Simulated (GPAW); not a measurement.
Wanted: an ASE script for a GPAW 26.7.0 run.

| Quantity | Value |
| --- | --- |
| Task | band structure |
| Functional | r2SCAN |
| Potentials or basis | GPAW PAW data sets (gpaw-data 1.2.1) |
| Cutoff | 600 eV |
| Basis | pw |
| k mesh | 16 × 16 × 16 |
| Occupations | fermi-dirac, width 0.05 eV |
| Spin | spin-orbit coupling, no magnetisation |
| Maxiter | 150 |
| Band path | GXWKGLUWLK,UX |
| Band points | 60 |
| spin axis theta (degrees) | 90 |
| spin axis phi (degrees) | 0 |
| Soc after scf | second variation without the xc potential |

Crystal: Pt.

```
Pt
1.0
     0.00000    1.96180    1.96180
     1.96180    0.00000    1.96180
     1.96180    1.96180    0.00000
Pt
1
Direct
  0.00000 0.00000 0.00000
```

These files were run (other wordings do the same):

run.py

```python
import numpy as np
from ase import Atoms
from ase.dft.bandgap import bandgap
from ase.io import write
from ase.units import GPa
from gpaw import GPAW, PW
from gpaw.spinorbit import soc_eigenstates

atoms = Atoms(['Pt'],
              cell=[[0.0, 1.9618, 1.9618],
                    [1.9618, 0.0, 1.9618],
                    [1.9618, 1.9618, 0.0]],
              scaled_positions=[[0.0, 0.0, 0.0]],
              pbc=True)

calc = GPAW(mode=PW(600),
            xc='MGGA_X_R2SCAN+MGGA_C_R2SCAN',
            kpts={'size': (16, 16, 16), 'gamma': True},
            occupations={'name': 'fermi-dirac', 'width': 0.05},
            nbands=17,
            convergence={'density': 1e-05, 'energy': 1e-05},
            maxiter=150,
            txt='gpaw.txt')
atoms.calc = calc
energy = atoms.get_potential_energy()
forces = atoms.get_forces()
stress = atoms.get_stress()
calc.write('gs.gpw')
write('result.traj', atoms)
print(f'Energy: {energy:.6f} eV')
print('Forces (eV/A):')
print(forces.round(4))
print('Stress (GPa):', (stress / GPa).round(3))
print('Fermi level:', round(calc.get_fermi_level(), 4), 'eV')
print(f'Gap: {bandgap(calc)[0]:.4f} eV, direct: {bandgap(calc, direct=True)[0]:.4f} eV')

path = atoms.cell.bandpath('GXWKGLUWLK,UX', npoints=60, eps=1e-4)
bs_calc = calc.fixed_density(kpts=path, symmetry='off', nbands=25,
                             convergence={'bands': 'CBM+6.0', 'eigenstates': 1e-6}, txt='bands.txt')
bs = bs_calc.band_structure()
bs.write('bs.json')
print(f'Gap on the path: {bandgap(bs_calc)[0]:.4f} eV')

soc = soc_eigenstates(bs_calc, theta=90, phi=0, ignore_xc_potential=True)
np.savetxt('soc_bands.dat', soc.eigenvalues(), fmt='%.4f')
mesh = soc_eigenstates('gs.gpw', theta=90, phi=0, ignore_xc_potential=True)
np.savetxt('soc_mesh.dat', mesh.eigenvalues(), fmt='%.4f')
print('Fermi level with spin-orbit coupling:', round(mesh.fermi_level, 4), 'eV')
```

Potentials or basis: GPAW PAW data sets (gpaw-data 1.2.1), pw.

Run with:

```bash
$ OMP_NUM_THREADS=1 python run.py
```

Results of the run:

| Property | Result |
| --- | --- |
| Pressure | 5.6 GPa |
| Band gap along the path | none (metal or under the smearing width) |

Caveat: spin-orbit coupling was added after a scalar SCF, so levels and gaps hold it while energy, forces, pressure and moments don't; this program's spin-orbit splittings come out too wide for heavy elements; the PAW data sets were made with another functional, which shifts forces and pressure a little.

Run time: 69 s on 1 thread of Intel(R) Xeon(R) Platinum 8375C CPU @ 2.90GHz (Ice Lake) (shared host), peak memory 0.47 GiB.
